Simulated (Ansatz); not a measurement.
# As2Se: the cost of one run

Method: DFT PBEsol, scalar-relativistic, plane waves, PAW, in Ansatz 0.2.0.

1 further run of the same task is left out (set aside as unsound or not needed).

### 1 The system as given

It takes space group I4_1/amd (No. 141, tetragonal). The conventional cell has a = 6.940 Å, b = 6.940 Å, c = 5.231 Å, α = 90.00°, β = 90.00°, γ = 90.00°. As (site symmetry 2/m) is surrounded by 2 Se at 2.62 Å and 4 As at 2.78 Å. Se (site symmetry -4m2) has 4 As at 2.62 Å as nearest neighbours.

As a file:

```xyz
6
Lattice="-3.4700 3.4700 2.6156 3.4700 -3.4700 2.6156 3.4700 3.4700 -2.6156" Properties=species:S:1:pos:R:3 pbc="T T T"
As    0.0000    5.2050    0.6539
As    0.0000    1.7350    0.6539
As    1.7350    3.4700    1.9617
As   -1.7350    3.4700    1.9617
Se    0.0000    0.0000    2.6156
Se    3.4700    0.0000    1.3078
```

It goes back to an entry of the Materials Project, which need not be the stable form.

It is the result of an earlier relaxation at this level (volume 21.00 Å³/atom; gap on the mesh: none (metal)).

### 2 Point at V/V0 = 0.97

input.yaml

```yaml
crystal:
  lattice:
    - [-3.4349387666, 3.4349387666, 2.5892173588]
    - [3.4349387666, -3.4349387666, 2.5892173588]
    - [3.4349387666, 3.4349387666, -2.5892173588]
  atoms:
    - { symbol: As, position: [0.875, 0.125, 0.75] }
    - { symbol: As, position: [0.375, 0.125, 0.25] }
    - { symbol: As, position: [0.875, 0.625, 0.75] }
    - { symbol: As, position: [0.875, 0.125, 0.25] }
    - { symbol: Se, position: [0.5, 0.5, 0.0] }
    - { symbol: Se, position: [0.25, 0.75, 0.5] }
basis:
  ecutwfc: 420
kpoints:
  mp_grid: { grid: [8, 8, 8] }
hamiltonian:
  xc: pbesol
scf:
  occupations: { method: gaussian, width: 0.1 }
output:
  forces: true
  stress: true
  eigenvalues: true
relax:
  adjacent_minimum: "off"
  f_tol: 0.01
  max_steps: 30
  cell: { stress_tol: 0.1, fix: [volume] }
```

Command:

```sh
$ ansatz run input.yaml --threads 1 --pin off --max-ram 2560MiB --backend cpu --events-out ev --progress --plain --runs-dir out
```

Q: Estimate wall time and peak memory on 1 thread of Intel Xeon at 2.50GHz (Skylake/Cascade Lake), shared host.

About 2.7 min, with a peak of 0.62 GiB.
